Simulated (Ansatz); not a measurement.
**C₄H₅Si radical: a ladder of functionals and wavefunction methods**

One table from this session's results is given with a row withheld; the runs are named, their logs left out.

Computed with Ansatz 0.2.0, Gaussian basis. Level: functionals in def2-TZVPP, the program's frozen cores in correlated methods.

Levels to be run: LDA (SPW92), PBE-D4, revPBE-D4, BLYP-D4, r2SCAN-D4, B97M-V, PBE0-D4, B3LYP-D4, r2SCANh-D4, r2SCAN0-D4, HSE06-D4, BHLYP-D4, CAM-B3LYP-D4, LC-ωPBE, ωB97X-V, ωB97M-V, B2PLYP, PBE-QIDH; CCSD(T)/def2-SVP; MP2/def2-TZVPP; MP2/def2-QZVPP; RPA on PBE.

1 further run of the same task is left out (it didn't finish). Runs told in other sessions of the task aren't counted.

### The geometry

An earlier PBE0-D4 in a triple-zeta def2 set relaxation fixed the geometry.

SMILES `[C]#C[SiH2]C=C`, 10 atoms, charge 0, spin multiplicity 2.

Atoms are counted from 1 here; the program's logs count them from 0.

Bond lengths: C1–C2 1.213 Å, C2–Si3 1.833 Å, Si3–C4 1.853 Å, Si3–H6 1.484 Å, Si3–H7 1.485 Å, C4–C5 1.330 Å, C4–H8 1.088 Å, C5–H9 1.087 Å, C5–H10 1.086 Å. Angles: C1–C2–Si3 179.2°, C2–Si3–C4 110.2°, C2–Si3–H6 108.7°, C2–Si3–H7 106.8°, C4–Si3–H6 109.3°, C4–Si3–H7 111.6°, H6–Si3–H7 110.1°, Si3–C4–C5 122.2°, Si3–C4–H8 119.1°, C5–C4–H8 118.7°, C4–C5–H9 121.8°, C4–C5–H10 122.1°, H9–C5–H10 116.1°.

Set-up of the first run:

in.yaml reads:

```yaml
crystal:
  periodic: [false, false, false]
  atoms:
    - {symbol: C, position_ang: [0.899665, -2.935921, 1.466278]}
    - {symbol: C, position_ang: [0.953041, -1.841673, 0.946404]}
    - {symbol: Si, position_ang: [1.016474, -0.195295, 0.143098]}
    - {symbol: C, position_ang: [-0.601977, 0.180367, -0.678426]}
    - {symbol: C, position_ang: [-1.336463, 1.238803, -0.348157]}
    - {symbol: H, position_ang: [1.290221, 0.829877, 1.180673]}
    - {symbol: H, position_ang: [2.131245, -0.238513, -0.836967]}
    - {symbol: H, position_ang: [-0.963387, -0.482241, -1.462668]}
    - {symbol: H, position_ang: [-1.025999, 1.929896, 0.430722]}
    - {symbol: H, position_ang: [-2.279720, 1.463500, -0.838056]}
basis:
  gaussian: {orbitals: def2-TZVPP}
magnetization: {spin_polarized: true, initial_magnetization: 1}
hamiltonian: {xc: lda}
output: {orbitals: {seedname: orbitals}}
```

Command:

```bash
$ ansatz run in.yaml --threads 4 --pin off --events-out ev --progress --plain --max-ram 10444MiB
```

Among the steps run: LDA; PBE-D4 (GGA); revPBE-D4 (GGA); BLYP-D4 (GGA); r2SCAN-D4 (meta-GGA); B97M-V (meta-GGA); B3LYP-D4 (hybrid); r2SCANh-D4 (hybrid); r2SCAN0-D4 (hybrid); HSE06-D4 (hybrid); BHLYP-D4 (hybrid); CAM-B3LYP-D4 (range-separated); LC-ωPBE (range-separated); ωB97X-V (range-separated); ωB97M-V (range-separated); B2PLYP (double hybrid); PBE-QIDH (double hybrid).

One of the session's tables, all rows but one given; the rest of the session is left out.

It belongs to the step «Frontier levels by functional». 

| functional | HOMO (eV) | LUMO (eV) | gap (eV) |
| --- | --- | --- | --- |
| LDA (SPW92) | -7.08 | -6.56 | 0.52 |
| PBE-D4 | -6.97 | -6.02 | 0.95 |
| revPBE-D4 | ? | ? | ? |
| BLYP-D4 | -6.81 | -6.14 | 0.66 |
| r2SCAN-D4 | -7.19 | -5.25 | 1.94 |
| B97M-V | -7.20 | -5.81 | 1.39 |
| PBE0-D4 | -8.15 | -4.66 | 3.49 |
| B3LYP-D4 | -7.92 | -5.28 | 2.64 |
| r2SCANh-D4 | -7.63 | -4.79 | 2.84 |
| r2SCAN0-D4 | -8.29 | -4.12 | 4.17 |
| HSE06-D4 | -7.75 | -5.06 | 2.69 |
| BHLYP-D4 | -9.13 | -3.59 | 5.54 |
| CAM-B3LYP-D4 | -9.50 | -3.76 | 5.73 |
| LC-ωPBE | -10.93 | -1.93 | 8.99 |
| ωB97X-V | -10.52 | -2.83 | 7.69 |
| ωB97M-V | -10.38 | -2.86 | 7.53 |

Q: Estimate the row for revPBE-D4 from the others.

As computed: HOMO (eV): -6.91; LUMO (eV): -5.84; gap (eV): 1.07. In the column «HOMO (eV)» it lies between PBE-D4 (-6.97) and BLYP-D4 (-6.81).
